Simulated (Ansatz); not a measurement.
What does this script print? It uses Ansatz 0.2.0 through its Python package.

The script, `bands_ge.py`:
```python
"""Band structure of Ge."""

import warnings

import ansatz as az
import matplotlib.pyplot as plt
import numpy as np
from pymatgen.core import Lattice, Structure
from pymatgen.io.ase import AseAtomsAdaptor

SMEARING = "methfessel_paxton"
KGRID = (6, 6, 2)
CUTOFF = 510
N_EMPTY = 8

warnings.simplefilter("ignore", az.DeckWarning)

pmg_structure = Structure(
    Lattice([[4.00312, 0.0, 0.0], [-2.00156, 3.4668, 0.0], [0.0, 0.0, 13.15671]]),
    ["Ge", "Ge", "Ge", "Ge", "Ge", "Ge", "Ge", "Ge"],
    [
        [0.0, 0.0, 0.40685],
        [0.0, 0.0, 0.59315],
        [0.0, 0.0, 0.90685],
        [0.0, 0.0, 0.09315],
        [1 / 3, 2 / 3, 0.34406],
        [2 / 3, 1 / 3, 0.65594],
        [2 / 3, 1 / 3, 0.84406],
        [1 / 3, 2 / 3, 0.15594],
    ],
)
ge = az.Crystal.from_ase(AseAtomsAdaptor.get_atoms(pmg_structure))

# vertices of the path, as fractions of the reciprocal vectors
path = [
    ("G", (0.0, 0.0, 0.0)),
    ("M", (0.5, 0.0, 0.0)),
    ("K", (0.33333, 0.33333, 0.0)),
    ("G", (0.0, 0.0, 0.0)),
    ("A", (0.0, 0.0, 0.5)),
    ("L", (0.5, 0.0, 0.5)),
]
base = (
    ge.calculation()
    .occupations(SMEARING)
    .kpoints(*KGRID)
    .functional(az.Functional.PBESOL)
    .basis(CUTOFF)
    .band_structure([point for _, point in path], intervals=10)
    .scf(extra_bands=N_EMPTY)
    .band_table()
    .forces()
)
planned = base.session().plan(threads=1)
facts = planned.describe()
print("plan:", facts["n_bands"], "bands,", len(facts["kpoints_frac"]), "k-points, plane waves", facts["n_pw_range"], "grid", facts["fft_dense"])
outcome = planned.execute()
r = outcome.report

print(f"free energy      {r['free_energy_ev']:.5f} eV")
print(f"per atom         {r['free_energy_ev'] / len(outcome.lattice.sites):.5f} eV")
print(f"SCF iterations   {r['n_iterations']}  (converged: {r['converged']})")

table = np.array(r["eigenvalues_ev"]) - r["fermi_energy_ev"]
filling = np.array(r["occupations"])
weights = np.tile(r["kweights"], len(table) // len(r["kweights"]))
print("band   lowest  highest (eV from E_F)  electrons")
for band in range(table.shape[1]):
    if table[:, band].max() > -12:
        print(f"{band + 1:4d} {table[:, band].min():8.3f} {table[:, band].max():8.3f} {weights @ filling[:, band]:18.4f}")
print("electrons counted from the table:", round(float(weights @ filling.sum(axis=1)), 5))

# forces in eV per angstrom
forces = np.array(r["forces_ev_ang"])
norms = np.linalg.norm(forces, axis=1)
print("largest force {:.4f} eV/A on atom {}".format(norms.max(), norms.argmax()))
print(np.array2string(forces, precision=4, suppress_small=True))

bands = outcome.band_structure()
fermi = bands.fermi_energy_ev
print(f"zero of the bands: {fermi:.3f} eV, the Fermi level found on the SCF mesh")
reciprocal = 2 * np.pi * np.linalg.inv(outcome.lattice.cell_ang).T
steps = np.linalg.norm(np.diff(bands.kpoints_frac @ reciprocal, axis=0), axis=1)
distance = np.concatenate([[0], np.cumsum(steps)])
fig, ax = plt.subplots(figsize=(5, 4))
for channel, colour in zip(bands.channels, ("C0", "C3")):
    ax.plot(distance, channel.eigenvalues_ev - fermi, colour, lw=1)
ax.set_xticks(distance[::10], [label for label, _ in path])
ax.set(ylim=(-8, 8), ylabel="E - E_F (eV)", xlim=(0, distance[-1]))
ax.grid(axis="x")
fig.savefig("bands.png", dpi=100)
first = bands.channels[0].eigenvalues_ev - fermi
near = np.argsort(np.abs(first.mean(axis=0)))[:4]
for band in sorted(near):
    print(f"band {band + 1}: {first[:, band].min():.3f} to {first[:, band].max():.3f} eV")
```

```console
$ python bands_ge.py
plan: 64 bands, 14 k-points, plane waves [4746, 4819] grid [30, 30, 100]
free energy      -34027.83448 eV
per atom         -4253.47931 eV
SCF iterations   7  (converged: True)
band   lowest  highest (eV from E_F)  electrons
  41  -12.791   -9.835             2.0000
  42  -12.603   -9.779             2.0000
  43  -12.045   -9.597             2.0000
  44  -11.260   -8.896             2.0000
  45   -8.820   -6.730             2.0000
  46   -8.212   -4.835             2.0000
  47   -7.911   -2.484             2.0000
  48   -7.874   -1.462             2.0000
  49   -4.751   -1.312             2.0000
  50   -4.751   -0.927             2.0000
  51   -4.045   -0.927             2.0000
  52   -4.045   -0.846             2.0000
  53   -3.498   -0.309             2.0000
  54   -3.014   -0.143             2.0009
  55   -2.721   -0.088             2.0002
  56   -2.478   -0.018             1.9903
  57    0.034    1.869             0.0032
  58    0.034    2.215             0.0054
  59    0.441    2.634            -0.0000
  60    0.757    2.838            -0.0000
  61    1.680    4.277            -0.0000
  62    2.157    4.638            -0.0000
  63    2.567    5.044            -0.0000
  64    2.743    5.721             0.0000
electrons counted from the table: 112.0
largest force 0.0101 eV/A on atom 0
[[ 0.      0.     -0.0101]
 [-0.     -0.      0.0101]
 [-0.     -0.     -0.0101]
 [ 0.      0.      0.0101]
 [ 0.     -0.     -0.0029]
 [-0.      0.      0.0029]
 [-0.      0.     -0.0029]
 [ 0.     -0.      0.0029]]
zero of the bands: 8.388 eV, the Fermi level found on the SCF mesh
band 55: -2.721 to -0.031 eV
band 56: -2.188 to 0.030 eV
band 57: -0.021 to 1.932 eV
band 58: 0.034 to 2.250 eV
```

Absolute energies stand on the zero of these potentials, so only differences at equal settings mean something. Cold and Methfessel-Paxton smearing aren't meant for a gap as narrow as their width. The computed bands are complete only to about 2.7 eV above the Fermi level. This isn't the structure that Ge takes at ambient conditions. Levels are Kohn-Sham eigenvalues on this mesh, without spin-orbit coupling. The whole script took 32 s on 1 thread of Intel(R) Xeon(R) Processor @ 2.30GHz, on a shared host, peak memory 0.91 GiB.
